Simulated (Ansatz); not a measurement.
**COSe (SMILES O=C=[Se]): functionals against CCSD(T) at one geometry**

Aim: energy, forces and dipole at a structure displaced at random from a GFN2-xTB minimum, from CCSD(T) and from density functionals.

Program: Ansatz 0.2.0, Gaussian basis. Level of theory: single points in def2-TZVPP. These are calculated values, not measurements.

Cores are frozen in the correlated methods. Filled d shells of the heavier atoms are correlated.

**1. Where the work starts**

SMILES `O=C=[Se]`, 3 atoms, charge 0, spin multiplicity 1.

Atoms are counted from 1 here; the program's logs count them from 0.

Bond lengths: O1–C2 1.139 Å, C2–Se3 1.681 Å. Angles: O1–C2–Se3 179.4°.

Coordinates:

```xyz
3
COSe
O    -0.8234    0.9731   -0.3543
C    -0.1113    0.1368   -0.0516
Se    0.9291   -1.1081    0.3875
```

**2. CCSD(T)/def2-TZVPP**

The input, run/in.yaml:

```yaml
crystal:
  periodic: [false, false, false]
  atoms:
    - {symbol: O, position_ang: [-0.823400, 0.973100, -0.354300]}
    - {symbol: C, position_ang: [-0.111300, 0.136800, -0.051600]}
    - {symbol: Se, position_ang: [0.929100, -1.108100, 0.387500]}
basis:
  gaussian: {orbitals: def2-TZVPP}
correlation: {method: ccsd_t}
output: {forces: true}
```

The command line of these runs was not kept.

**3. PBE0-D4/def2-TZVPP**

Changes to run/in.yaml since step 2:

```diff
@@ -8,3 +8,3 @@
   gaussian: {orbitals: def2-TZVPP}
-correlation: {method: ccsd_t}
-output: {forces: true}
+hamiltonian: {xc: pbe0, dispersion: d4}
+output: {forces: true, orbitals: {seedname: orbitals}}
```

**4. wB97M-V/def2-TZVPP**

Changes to run/in.yaml since step 3:

```diff
@@ -8,3 +8,3 @@
   gaussian: {orbitals: def2-TZVPP}
-hamiltonian: {xc: pbe0, dispersion: d4}
-output: {forces: true, orbitals: {seedname: orbitals}}
+hamiltonian: {xc: {name: wB97M-V}}
+output: {forces: true}
```

**5. r2SCAN-D4/def2-TZVPP**

Changes to run/in.yaml since step 4:

```diff
@@ -8,3 +8,3 @@
   gaussian: {orbitals: def2-TZVPP}
-hamiltonian: {xc: {name: wB97M-V}}
+hamiltonian: {xc: r2scan, dispersion: d4}
 output: {forces: true}
```

**6. PBE-D4/def2-TZVPP**

Changes to run/in.yaml since step 5:

```diff
@@ -8,3 +8,3 @@
   gaussian: {orbitals: def2-TZVPP}
-hamiltonian: {xc: r2scan, dispersion: d4}
+hamiltonian: {xc: pbe, dispersion: d4}
 output: {forces: true}
```

**7. CAM-B3LYP-D4/def2-TZVPP**

Changes to run/in.yaml since step 6:

```diff
@@ -8,3 +8,3 @@
   gaussian: {orbitals: def2-TZVPP}
-hamiltonian: {xc: pbe, dispersion: d4}
+hamiltonian: {xc: {name: CAM-B3LYP}, dispersion: d4}
 output: {forces: true}
```

**8. r2SCANh-D4/def2-TZVPP**

Changes to run/in.yaml since step 7:

```diff
@@ -8,3 +8,3 @@
   gaussian: {orbitals: def2-TZVPP}
-hamiltonian: {xc: {name: CAM-B3LYP}, dispersion: d4}
+hamiltonian: {xc: {name: r2SCANh}, dispersion: d4}
 output: {forces: true}
```

(Steps that only read results are left out.)

Before running it: what results should come out? Wanted: energy less free atoms, CCSD(T)/def2-TZVPP; RMS force component; RMS force error; HOMO and LUMO, PBE0-D4; T1 diagnostic.

The runs gave:

| quantity | value |
| --- | --- |
| energy less free atoms, CCSD(T)/def2-TZVPP | -301.8 kcal/mol |
| RMS force component | 0.476 to 1.255 eV/Å over the methods |
| RMS force error | PBE0-D4 0.413, wB97M-V 0.536, r2SCAN-D4 0.197, PBE-D4 0.376, CAM-B3LYP-D4 0.607, r2SCANh-D4 0.359 eV/Å |
| HOMO and LUMO, PBE0-D4 | -8.09 and -0.88 eV |
| T1 diagnostic | 0.016 |

What this shows: Against CCSD(T) the functionals' energies less atoms differ by -36.1 to -9.1 kcal/mol, PBE-D4 by -36.1 kcal/mol. The reference is not at the basis limit: in triple zeta CCSD(T) underbinds, which counts against methods that bind more; the gaps are no ranking. For forces r2SCAN-D4 does best and CAM-B3LYP-D4 worst. Frozen-core CCSD(T) forces in triple zeta carry basis errors of their own, and this is one geometry, so small gaps rank nothing.
